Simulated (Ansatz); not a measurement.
# GeH7NS (built from SMILES S.[NH2][GeH3]): search for a transition state

Wanted: the transition state of a four-centre ligand exchange (form Ge1–S7, N2–H6 and break Ge1–N2, H6–S7). The guess is relaxed with those distances held, a saddle search follows, and vibrations and two downhill relaxations check it.

Computed with Ansatz 0.2.0, Gaussian basis. Level: PBE0-D4, def2-SVP first, then def2-TZVP.

31 further runs of the same task are left out: 31 set aside as unsound or not needed.

**1. Where the work starts**

The guess: 10 atoms, charge 0, spin multiplicity 1.

Atoms are counted from 1 here; the program's logs count them from 0.

Bond lengths: Ge1–N2 2.231 Å, Ge1–H3 1.498 Å, Ge1–H4 1.534 Å, Ge1–H5 1.512 Å, Ge1–S7 2.631 Å, N2–H8 1.011 Å, N2–H9 1.011 Å, S7–H10 1.325 Å. Angles: N2–Ge1–H3 110.4°, N2–Ge1–H4 86.7°, N2–Ge1–H5 127.0°, N2–Ge1–S7 71.6°, H3–Ge1–H4 105.3°, H3–Ge1–H5 116.9°, H3–Ge1–S7 88.8°, H4–Ge1–H5 102.1°, H4–Ge1–S7 157.3°, H5–Ge1–S7 86.6°, Ge1–N2–H8 118.5°, Ge1–N2–H9 114.5°, H8–N2–H9 109.5°, Ge1–S7–H10 95.0°.

Coordinates:

```csv
atom,x (Å),y (Å),z (Å)
Ge1,-0.9505,0.5709,-0.2170
N2,0.2396,-1.0639,0.7266
H3,-1.5751,0.0935,-1.4918
H4,-2.0023,0.3121,0.8696
H5,-0.7185,2.0589,-0.0848
H6,1.2396,-0.7771,-0.1134
S7,1.4010,0.4685,-1.3930
H8,0.4927,-0.9747,1.7018
H9,-0.1148,-1.9951,0.5529
H10,1.9882,1.3068,-0.5508
```

Distances that are to change: Ge1–S7 2.63 Å, N2–H6 1.34 Å, Ge1–N2 2.23 Å, H6–S7 1.79 Å.

**2. Relaxing the guess with the reacting distances held**

hold/in.yaml reads:

```yaml
crystal:
  periodic: [false, false, false]
  atoms:
    - {symbol: Ge, position_ang: [-0.950500, 0.570900, -0.217000]}
    - {symbol: N, position_ang: [0.239600, -1.063900, 0.726600]}
    - {symbol: H, position_ang: [-1.575100, 0.093500, -1.491800]}
    - {symbol: H, position_ang: [-2.002300, 0.312100, 0.869600]}
    - {symbol: H, position_ang: [-0.718500, 2.058900, -0.084800]}
    - {symbol: H, position_ang: [1.239600, -0.777100, -0.113400]}
    - {symbol: S, position_ang: [1.401000, 0.468500, -1.393000]}
    - {symbol: H, position_ang: [0.492700, -0.974700, 1.701800]}
    - {symbol: H, position_ang: [-0.114800, -1.995100, 0.552900]}
    - {symbol: H, position_ang: [1.988200, 1.306800, -0.550800]}
basis:
  gaussian: {orbitals: def2-SVP}
hamiltonian: {xc: pbe0, dispersion: d4}
relax: {f_tol: 0.08, max_steps: 120, escape_saddle: false, constraints: [{distance: [0, 6]}, {distance: [1, 5]}, {distance: [0, 1]}, {distance: [5, 6]}]}
```

The command line of these runs was not kept.

After this run come: A starting Hessian; Saddle search in the small basis; Saddle search in triple zeta; Vibrations at the point found; Relaxing after a step of 0.30 Å one way along the mode; Relaxing after a step of 0.30 Å the other way along the mode.

Before running it: what results should come out? Wanted: imaginary mode; barrier from the start side; barrier from the end side; energy of the step; pairs that change; zero-point energy at the saddle.

As calculated:

| quantity | value |
| --- | --- |
| imaginary mode | 125i cm⁻¹ |
| barrier from the start side | 0.627 eV |
| barrier from the end side | 1.209 eV |
| energy of the step | -0.583 eV |
| pairs that change | Ge1–S7 formed, N2–H6 formed, Ge1–N2 broken, H6–S7 broken |
| zero-point energy at the saddle | 1.875 eV |

**Reading.** One imaginary mode, 125i cm⁻¹, makes this a first-order saddle. It joins the planned start and end. At PBE0-D4/def2-TZVP the electronic barrier is 0.627 eV, about 24 kT at 298 K, and the step runs 0.583 eV downhill. A step off the saddle overshot and began above it in energy, so the link to its end is likely but not proven. The ends are the nearest minima, not always the lowest complexes.
